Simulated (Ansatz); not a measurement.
# H8NPSi2, SMILES N[SiH2][SiH2]P: vertical energies of changing the electron count

With Ansatz 0.2.0, Python API.

Notebook, run cell by cell (the value of a cell's last expression is shown):

```python
import ansatz as az
```

```python
def total_energy(molecule, charge=0, unpaired=0):
    calc = (
        molecule.calculation()
        .basis(gaussian="def2-TZVP")
        .functional("CAM-B3LYP")
    )
    if charge:
        calc = calc.charge(charge)
    if unpaired:
        calc = calc.spin("collinear", total=unpaired)
    report = calc.run().report
    if report["published_state_doubts"]:
        print("  doubts:", report["published_state_doubts"])
    return report["free_energy_ev"]
```

```python
geometry_ang = [
    ("N", (-1.4964, 1.4753, -0.1786)),
    ("Si", (-1.1806, 0.0793, 0.7491)),
    ("Si", (0.5613, -1.2269, -0.05)),
    ("P", (2.3653, 0.033, -0.4179)),
    ("H", (-0.7244, 2.1324, -0.0818)),
    ("H", (-2.3105, 1.9509, 0.2049)),
    ("H", (-0.8778, 0.5969, 2.1025)),
    ("H", (-2.4525, -0.676, 0.8087)),
    ("H", (0.9338, -2.2894, 0.9221)),
    ("H", (0.2135, -1.8657, -1.3477)),
    ("H", (3.0983, -0.9241, -1.157)),
    ("H", (1.8701, 0.7145, -1.5544)),
]
system = az.Crystal.molecule()
for symbol, xyz in geometry_ang:
    system = system.atom(symbol, xyz)
```

```python
# delta-SCF style differences, no relaxation
parent = total_energy(system, 0, 0)
cation = total_energy(system, 1, 1)
print(f"E(N)   = {parent:.5f} eV")
print(f"E(N-1) = {cation:.5f} eV  (1 unpaired)")
print(f"vertical ionisation energy {cation - parent:.3f} eV")
```

    E(N)   = -26666.00714 eV
    E(N-1) = -26656.58704 eV  (1 unpaired)
    vertical ionisation energy 9.420 eV

At this unrelaxed geometry removing an electron costs 9.42 eV.

Caveats:
- Total energies depend on the basis set; only differences at equal settings carry meaning.
- The geometry is a force-field or estimated start, not a minimum of this method, and the basis set is short of its limit. All parts are taken at fixed geometry, without zero-point energy. At an unrelaxed start these energies can be a whole eV from those at the minimum, and a small affinity can change sign.
- Timing: 53 s on 1 thread of Arm Neoverse V2, on a shared host, peak memory 1 GiB.

(Lines on the test bed's own set-up are left out of the output.)
